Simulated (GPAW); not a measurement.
Runs of GPAW 26.7.0 on BiS. Symmetry: R-3m, No. 166, trigonal system. Conventional cell: a = 4.219 Å, b = 4.219 Å, c = 10.501 Å, α = 90.00°, β = 90.00°, γ = 120.00°. Bi (site symmetry -3m) has 6 S at 3.00 Å as nearest neighbours. Around S (site symmetry -3m) lie 6 Bi at 3.00 Å. The cell was built by a generator and needn't be a form met in nature.

```csv
level,potentials or basis,gap on the mesh (eV),pressure (GPa)
vdW-DF-cx,"GPAW PAW data sets (gpaw-data 1.2.1), pw",none,-
PBEsol,"PAW data sets generated in the run's folder for this functional, pw",none,-4.3
revPBE,"the program's PAW data sets (release 1.2.1) made for this functional, pw",none,-0.3
LDA,"the program's PAW data sets (release 1.2.1) made for this functional, pw",none,-5.7
r2SCAN,"GPAW PAW data sets (gpaw-data 1.2.1), pw",none,(a)
AM05,"PAW data sets generated in the run's folder for this functional, pw",none,-4.0
PW91,"PAW data sets generated in the run's folder for this functional, pw",none,(b)
```

Alike in all rows: task single point; no spin polarisation; cell as given; k mesh 8 × 8 × 8; cutoff (eV) 600; smearing fermi-dirac 0.05 eV.

Task: Fill in the values left out.

Result: (a) -2.3; (b) -1.5.

Caveats: spin-orbit coupling is left out, which moves the levels of the heavy elements; the PAW data sets were made with another functional, which shifts forces and pressure a little (some runs).

A k mesh can miss the band edges, and the runs leave out spin-orbit coupling on Bi.

A gap of «none» marks a metal or a gap under the smearing width.

Runs at the PBE level aren't shown here.
